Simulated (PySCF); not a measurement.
# The bond of CeP, level by level

The task here is to estimate one member of a computed series from the others.

The runs use PySCF 2.14.0; Ce x2c-SVPall, P x2c-SVPall, spin-free X2C with a Gaussian nucleus.

The first run:

A driver script around PySCF takes these settings:

```json
{
  "atoms": "Ce, P",
  "charge": "0",
  "basis": "Ce x2c-SVPall, P x2c-SVPall",
  "Hamiltonian": "spin-free X2C with a Gaussian nucleus",
  "basis functions": "103",
  "electrons treated": "73",
  "masses in u": "139.9054, 30.9738",
  "levels": "PBE0, PBE, r²SCAN, MN15, M06-2X, HF, MP2, SCS-MP2, CCSD, CCSD(T)",
  "grid": "80 radial by 434 angular points",
  "occupations": "held fixed by the projection of orbital angular momentum",
  "dissociation limit": "Ce + P, each in its ground configuration",
  "starting distance in angstrom": "2.360",
  "values of 2S to try": "1, 3, 5"
}
```

Launch:

```console
> OMP_NUM_THREADS=2 python dia.py task.json out
```

Among the steps run: Set-up; First curve: PBE0; Higher solutions at PBE0; PBE; r²SCAN; MN15 (hybrid meta-GGA); M06-2X (hybrid meta-GGA); ROHF (mean field); MP2 and coupled cluster.

One of the session's tables, all rows but one given; the rest of the session is left out.

It belongs to the step «The curves together». Energy (eV) from each level's lowest point:

| R (Å) | ROHF | ROHF-MP2 | ROHF-SCS-MP2 | PBE | r²SCAN |
| --- | --- | --- | --- | --- | --- |
| 2.007 | 1.809 | 1.816 | 1.862 | 1.642 | 1.618 |
| 2.101 | 0.857 | 0.890 | 0.923 | 0.765 | 0.735 |
| 2.194 | 0.303 | 0.343 | 0.363 | 0.263 | 0.239 |
| 2.264 | 0.085 | 0.117 | 0.130 | 0.072 | 0.057 |
| 2.334 | 0.000 | 0.012 | 0.018 | 0.000 | 0.000 |
| 2.404 | ? | ? | ? | ? | ? |
| 2.497 | 0.179 | 0.089 | 0.083 | 0.159 | 0.205 |
| 2.614 | 0.530 | 0.311 | 0.303 | 0.439 | 0.508 |
| 2.754 | 1.100 | 0.663 | 0.658 | 0.846 | 0.904 |
| 2.941 | 1.984 | 1.250 | 1.239 | 1.567 | 1.436 |

Estimate the missing values for R (Å) = 2.404.

Worked estimate for «ROHF». A straight line through the neighbours (2.334, 0.000) and (2.497, 0.179) gives 0.000 + (0.179 − 0.000) × (2.404 − 2.334) / (2.497 − 2.334) = 0.077; a parabola fitted to 4 rows on both sides gives 0.030.

**Answer.** ROHF: 0.021; ROHF-MP2: 0.000; ROHF-SCS-MP2: 0.000; PBE: 0.022; r²SCAN: 0.040. In «ROHF» the line misses by +0.056 and the parabola by +0.009.
